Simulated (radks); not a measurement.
**Co³⁺ in [Ar] 3d6: an all-electron calculation**

One table from this session's results is given with a row withheld; the runs are named, their logs left out.

The numbers are computed with radks (a radial shooting solver on a logarithmic mesh, Libxc functionals) version 1 (non-relativistic Kohn-Sham, BLYP, spin-polarised, spherical densities, point nucleus; open shells are filled with parallel spins first), except any that are marked as measured or tabulated.

## Starting point

| Item | Value |
| --- | --- |
| element | cobalt (Z = 27) |
| charge | +3 |
| electrons | 24 |
| configuration | [Ar] 3d6 |

The outer shells:

Co³⁺
```
[Ar] core
3d [↑↓][↑ ][↑ ][↑ ][↑ ]
```

The first run:

Input:

```text
Z 27
configuration [Ar] 3d6 4s0 4p0 4d0 4f0
relativity non-relativistic
functional b88,lyp
spin polarised
nucleus point
```

One table of the session follows, with a row left open; its other results are not shown here.

It belongs to the step «Radial structure». From the orbitals of this run (lengths in bohr):

```
  level      <r>  outermost maximum (interpolated)  90 % within  nodes
1s down  0.05691                            0.0375        0.101      0
  1s up  0.05691                            0.0375        0.101      0
  2s up   0.2590                             0.216        0.401      1
2s down   0.2585                             0.216        0.400      1
  2p up   0.2264                             0.173        0.370      0
2p down   0.2260                             0.173        0.369      0
  3s up   0.7759                             0.674         1.16      2
3s down        ?                                 ?            ?      ?
  3p up   0.8066                             0.678         1.24      1
3p down   0.8129                             0.680         1.25      1
  3d up   0.9267                             0.649         1.56      0
3d down   0.9605                             0.657         1.63      0
  4s up    2.191                              1.95         3.18      3
4s down    2.247                              2.00         3.26      3
  4p up    2.496                              2.22         3.65      2
4p down    2.565                              2.28         3.74      2
```

Estimate the missing values for 3s down.

The run gave: <r>: 0.7797; outermost maximum (interpolated): 0.675; 90 % within: 1.17; nodes: 2. In the column «<r>» it lies between 3s up (0.7759) and 3p up (0.8066).

Limits of these values: Open shells are spherical and high-spin; term and fine-structure splittings are not resolved.
